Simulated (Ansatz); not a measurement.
SnTe3:

```
Te Sn
1.0
     0.00000    3.86122    3.86122
     3.86122    0.00000    3.86122
     3.86122    3.86122    0.00000
Te Sn
3 1
Direct
  0.50000 0.50000 0.50000
  0.75000 0.75000 0.75000
  0.25000 0.25000 0.25000
  0.00000 0.00000 0.00000
```

The cell comes from a database or a generator and needn't be the stable form of this composition.

```yaml
Program: Ansatz 0.2.0
Task: single point
Functional: PBE
Potentials_or_basis: Ansatz PAW
Cutoff: "420 eV (not typed: the program's choice for these potentials)"
k_mesh: 6 × 6 × 6
Occupations: fermi-dirac, width 0.05 eV
Spin: no spin polarisation
```

On this cell: pressure 0.1 GPa; largest force zero by symmetry; band gap on the k mesh none (metal or under the smearing width).

The same run follows on a disturbed copy (atoms moved at random, drawn with an rms of 0.05 Å):

```xyz
4
Lattice="0.0000 3.8612 3.8612 3.8612 0.0000 3.8612 3.8612 3.8612 0.0000" Properties=species:S:1:pos:R:3 pbc="T T T"
Te    3.8527    3.8186    3.9015
Te    5.7771    5.8021    5.7922
Te    1.9779    1.9166    1.9185
Sn   -0.0021   -0.0037   -0.0007
```

Question: What changes?

Answer: The energy (extrapolated to zero smearing) moves by -0.1 meV/atom; pressure 0.2 GPa; largest force 0.091 eV/Å; band gap on the k mesh none (metal or under the smearing width).

Forces on the atoms (eV/Å):
```
Te  -0.040 -0.022  0.031
Te   0.068  0.025 -0.055
Te  -0.011  0.052 -0.035
Sn  -0.017 -0.054  0.060
```

Stress tensor (GPa, compression positive):
```
 0.20  0.03  0.13
 0.03  0.14 -0.31
 0.13 -0.31  0.13
```
